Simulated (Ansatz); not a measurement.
**Mo2F3: a trial structure relaxed**

The task: take a trial cell of Mo2F3 to zero force and stress.

Computed with Ansatz 0.2.0 (DFT PBE, scalar-relativistic, plane waves, PAW, unless a step's input says otherwise).

### Step 1. The structure to begin with

It takes space group Pm-3m (No. 221, cubic). The conventional cell has a = 4.141 Å, b = 4.141 Å, c = 4.141 Å, α = 90.00°, β = 90.00°, γ = 90.00°. Mo (site symmetry m-3m) has 12 F at 2.93 Å as nearest neighbours. Around Mo (site symmetry m-3m) lie 6 F at 2.07 Å. F (site symmetry 4/mmm) is surrounded by 6 Mo at 2.07 to 2.93 Å.

Coordinates:

```cif
data_structure
_symmetry_space_group_name_H-M 'P 1'
_symmetry_Int_Tables_number 1
_cell_length_a 4.1405
_cell_length_b 4.1405
_cell_length_c 4.1405
_cell_angle_alpha 90.000
_cell_angle_beta 90.000
_cell_angle_gamma 90.000
_cell_volume 70.98
loop_
_atom_site_label
_atom_site_type_symbol
_atom_site_fract_x
_atom_site_fract_y
_atom_site_fract_z
_atom_site_occupancy
Mo1 Mo 0.50000 0.50000 0.50000 1
Mo2 Mo 0.00000 0.00000 0.00000 1
F1 F 0.50000 0.00000 0.00000 1
F2 F 0.00000 0.50000 0.00000 1
F3 F 0.00000 0.00000 0.50000 1
```

The cell is invented: species swapped into a database cell of Tl2F3 (Pm-3m, No. 221), with Mo on the Tl sites. Its size is a rough estimate.

### Step 2. Probe: one point on a coarse mesh

input.yaml

```yaml
crystal:
  lattice:
    - [4.14050312, 0.0, 0.0]
    - [0.0, 4.14050312, 0.0]
    - [0.0, 0.0, 4.14050312]
  atoms:
    - { symbol: Mo, position: [0.5, 0.5, 0.5], spin: 1.0 }
    - { symbol: Mo, position: [0.0, 0.0, 0.0], spin: 1.0 }
    - { symbol: F, position: [0.5, 0.0, 0.0] }
    - { symbol: F, position: [0.0, 0.5, 0.0] }
    - { symbol: F, position: [0.0, 0.0, 0.5] }
basis:
  ecutwfc: 420
kpoints:
  mp_grid: { grid: [4, 4, 4] }
hamiltonian:
  xc: pbe
scf:
  occupations: { method: gaussian, width: 0.1 }
  lower_state_search: "off"
output:
  forces: true
  stress: true
  eigenvalues: true
  populations: true
magnetization:
  spin_polarized: true
```

Launch:

```
> ansatz run input.yaml --threads 1 --pin off --max-ram 2560MiB --backend cpu --events-out ev --progress --plain --runs-dir out
```

The session goes on with these runs: rough relaxation on the coarse mesh; full relaxation.

Q: Predict the outcome of this session. Wanted: conventional cell; volume; energy over the elements; gap on the mesh; total moment.

As calculated:

| quantity | value |
| --- | --- |
| symmetry at the end (tolerance 0.05 Å) | space group Pm-3m (No. 221) |
| conventional cell | a = 4.337 Å, b = 4.337 Å, c = 4.337 Å, α = 90.00°, β = 90.00°, γ = 90.00° |
| volume | 16.32 Å³/atom |
| energy over the elements (uncorrected; H, N, O, F and Cl as molecules) | -0.48 eV/atom |
| gap on the mesh | none (metal) |
| total moment | 1.73 μB/cell |

**Reading.** The space group Pm-3m (No. 221) is kept, and the volume per atom grows by 14.9 % from the first guess. It lies below the elements, which doesn't yet make it stable: competing phases were not computed in this session. No finished test with a distortion of lower symmetry is shown, so the end may be a saddle point. Other magnetic orders were not searched.
